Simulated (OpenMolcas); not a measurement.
# GeH4 (germane) at HF/3-21G

Wanted: an optimisation with harmonic vibrations of GeH4 (germane). 

Program for the calculation: OpenMolcas 26.06.

2 further runs of the same task are left out: 2 set aside as unsound or not needed.

## (1) The system as given

GeH4 has 5 atoms, charge 0, and is taken as a singlet. SMILES: `[GeH4]`. The coordinates come from a PBE0-D4/def2-TZVP relaxation. The run starts from this shape.

Bond lengths: Ge1–H2 1.534 Å, Ge1–H3 1.534 Å, Ge1–H4 1.534 Å, Ge1–H5 1.534 Å. Angles: H2–Ge1–H3 109.5°, H2–Ge1–H4 109.5°, H2–Ge1–H5 109.5°, H3–Ge1–H4 109.5°, H3–Ge1–H5 109.5°, H4–Ge1–H5 109.5°.

## (2) An optimisation with harmonic vibrations at HF/3-21G

job.inp reads:

```
&GATEWAY
 BasLib=$CurrDir
 Coord
 5
 bohr
 Ge     0.00018897     0.00018897     0.00000000
 H      2.16959456    -1.42919987     1.28614760
 H     -2.34099272    -0.05669178     1.70869036
 H     -0.62209784    -1.26441575    -2.53336684
 H      0.79330703     2.75030740    -0.46128215
 Basis=3-21G
 Group=NoSym
>>> EXPORT MOLCAS_MAXITER=50
>>> Do While

&SEWARD

&SCF
 PrOrbitals=0

&SLAPAF
>>> EndDo
>>> COPY $Project.Opt.xyz $CurrDir/final.xyz
>>> COPY $Project.slapaf.h5 $CurrDir/final.slapaf.h5

&MCKINLEY

&MCLR
 Thermochemistry
 12
 1.0
 298.15
 End of PT
```

The basis set 3-21G is read from a file made from the Basis Set Exchange's data (not shown).

Run with:

```
$ export MOLCAS_MEM=1860
$ pymolcas job.inp > job.log
```

**Question.** What will come out? Wanted: total energy; dipole moment; HOMO energy; LUMO energy; HOMO–LUMO gap; lowest harmonic wavenumber; highest harmonic wavenumber.

Answer, from the run:

At HF/3-21G:

```
                   quantity           value
               total energy  -2067.61954 Eh
              dipole moment          0.00 D
                HOMO energy       -12.79 eV
                LUMO energy         4.93 eV
              HOMO–LUMO gap        17.72 eV
 lowest harmonic wavenumber        914 cm⁻¹
highest harmonic wavenumber       2156 cm⁻¹
```

**Reading.** At the final geometry: Bond lengths: Ge1–H2 1.537 Å, Ge1–H3 1.537 Å, Ge1–H4 1.537 Å, Ge1–H5 1.537 Å. Angles: H2–Ge1–H3 109.5°, H2–Ge1–H4 109.5°, H2–Ge1–H5 109.5°, H3–Ge1–H4 109.5°, H3–Ge1–H5 109.5°, H4–Ge1–H5 109.5°. All 9 modes are real, so the shape is a minimum at this level. Mulliken charges run from -0.18 on H2 to +0.72 on Ge1; they depend strongly on the basis.
